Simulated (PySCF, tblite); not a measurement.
# C7H13BO2: geometry, infrared bands, NMR shifts and electronic excitations

Wanted: the infrared bands, NMR shifts and electronic excitations of C7H13BO2 (`C[C@@H]1CC2(CC2)[C@@H]1B(O)O`), by calculation.

Computed with tblite 0.8.0 and PySCF 2.14.0, with density-fitted response routines of our own, on a single molecule in the gas phase. Atoms are numbered from 0 throughout.

## (1) The starting structure

23 atoms, charge 0, multiplicity 1; geometry from: force field or distance geometry start.

Bonds of the start (Å): C0–C1 1.52, C1–C2 1.54, C2–C3 1.47, C3–C4 1.47, C4–C5 1.53, C3–C6 1.45, C6–B7 1.57, B7–O8 1.46, B7–O9 1.47, C6–C1 1.53, C5–C3 1.47, C0–H10 1.12, C0–H11 1.11, C0–H12 1.12, C1–H13 1.09, C2–H14 1.10, C2–H15 1.10, C4–H16 1.09, C4–H17 1.12, C5–H18 1.09, C5–H19 1.12, C6–H20 1.12, O8–H21 1.00, O9–H22 0.99.

## (2) Relaxing the molecule with GFN2-xTB

The job: settings as JSON, then the geometry in Å.

```
{"job": {"kind": "relax", "xc": "GFN2-xTB", "basis": "xTB"}, "charge": 0, "multiplicity": 1}
C     -1.992700    -0.987900     0.268700
C     -1.112100    -0.555800    -0.892200
C      0.158200    -1.417200    -1.037400
C      0.857000    -0.390800    -0.259000
C      1.648400    -0.615100     0.964900
C      2.292400    -0.084100    -0.314400
C     -0.182800     0.591300    -0.506300
B     -0.675500     1.537000     0.641200
O     -0.075000     1.639400     1.968800
O     -1.433700     2.725900     0.219300
H     -2.836100    -0.273600     0.443000
H     -2.442700    -1.973800     0.015800
H     -1.421000    -1.113900     1.223800
H     -1.638800    -0.389400    -1.835200
H      0.524300    -1.485500    -2.070400
H      0.058000    -2.389200    -0.532700
H      1.604800     0.013300     1.856000
H      1.991400    -1.658900     1.188000
H      2.919900    -0.733700    -0.925000
H      2.560200     0.997500    -0.226200
H      0.033700     1.196500    -1.418500
H      0.399600     2.518800     1.979400
H     -1.242200     2.876200    -0.741400
```

The run is started by

```console
$ OMP_NUM_THREADS=1 python probes_run.py task.json out
```

The driver reads the jobs from task.json and runs them one after another.

**Question.** This job is followed by: GFN2-xTB harmonic vibrations, gas phase; PBE0-D3(BJ)/def2-SVP geometry optimisation, gas phase; GIAO PBE0/pcSseg-1 NMR shielding, non-relativistic, gas phase; TDDFT CAM-B3LYP/def2-SVPD, vertical, gas phase, core orbitals frozen in the response; GIAO B97-2/pcSseg-1 NMR shielding, non-relativistic, gas phase. Predict these results of the whole session: strongest single infrared mode (GFN2-xTB); zero-point energy (GFN2-xTB); point group; rotational constants (main isotopes); 13C shifts against TMS (PBE0/pcSseg-1); 1H shifts against TMS (PBE0/pcSseg-1, means over atoms taken as alike); 11B shifts against BF3·OEt2 (PBE0/pcSseg-1); 17O shifts against H2O (PBE0/pcSseg-1, means over atoms taken as alike); lowest singlet (CAM-B3LYP/def2-SVPD); lowest triplet; vertical ionisation energy (ΔSCF); range of the shift of O8.

**Answer**, as computed:

```
                                                               quantity                                                           value
                              strongest single infrared mode (GFN2-xTB)                                           1194 cm⁻¹, 311 km/mol
                                           zero-point energy (GFN2-xTB)                                                  121.2 kcal/mol
                                                            point group                                                              C1
                                   rotational constants (main isotopes)                                            1.72, 1.21, 0.86 GHz
                                 13C shifts against TMS (PBE0/pcSseg-1)                    40.3, 31.4, 28.9, 21.9, 18.4, 14.4, 10.6 ppm
 1H shifts against TMS (PBE0/pcSseg-1, means over atoms taken as alike)  3.50, 2.49, 2.05, 1.96, 1.95, 1.20, 1.19, 0.23, 0.19, 0.18 ppm
                            11B shifts against BF3·OEt2 (PBE0/pcSseg-1)                                                        30.9 ppm
17O shifts against H2O (PBE0/pcSseg-1, means over atoms taken as alike)                                                       128.1 ppm
                                   lowest singlet (CAM-B3LYP/def2-SVPD)                                     7.09 eV (175 nm), f = 0.028
                                                         lowest triplet                                                         6.97 eV
                                      vertical ionisation energy (ΔSCF)                                                         9.38 eV
                                               range of the shift of O8                                              122.0 to 128.1 ppm
```

The optimisation took 109 steps and gained 1.591 eV; among the close pairs (by a distance rule), B7–O8 changed most, from 1.461 to 1.346 Å (GFN2-xTB). All 63 modes are real, so the xTB geometry is a minimum. The strongest single mode, at 1194 cm⁻¹, is carried by B7, H20, O9. Unscaled tight-binding wavenumbers are off by several per cent, some by more. Its intensities can rank the bands wrongly. Over 12 steps the energy fell by 0.097 eV; of the close pairs, C6–B7 changed most, 1.602 to 1.577 Å (PBE0/def2-SVP). At PBE0/pcSseg-1: Shielding is most anisotropic at O8, O9 (span 171 ppm, paramagnetic term -181 ppm). The first singlet state (HOMO→LUMO 0.83) lies at 7.09 eV and is weak. The lowest triplet lies 0.13 eV below the lowest singlet (triplets in Tamm-Dancoff, singlets in full TDDFT). The orbital energy would give 8.75 eV for ionisation, ΔSCF gives 9.38 eV. In ppm, O8 (with its like atoms) moves most: its shift spreads over 6.1 ppm, from 122.0 (B97-2/pcSseg-1) to 128.1 (PBE0/pcSseg-1). Part of that comes from the computed reference.
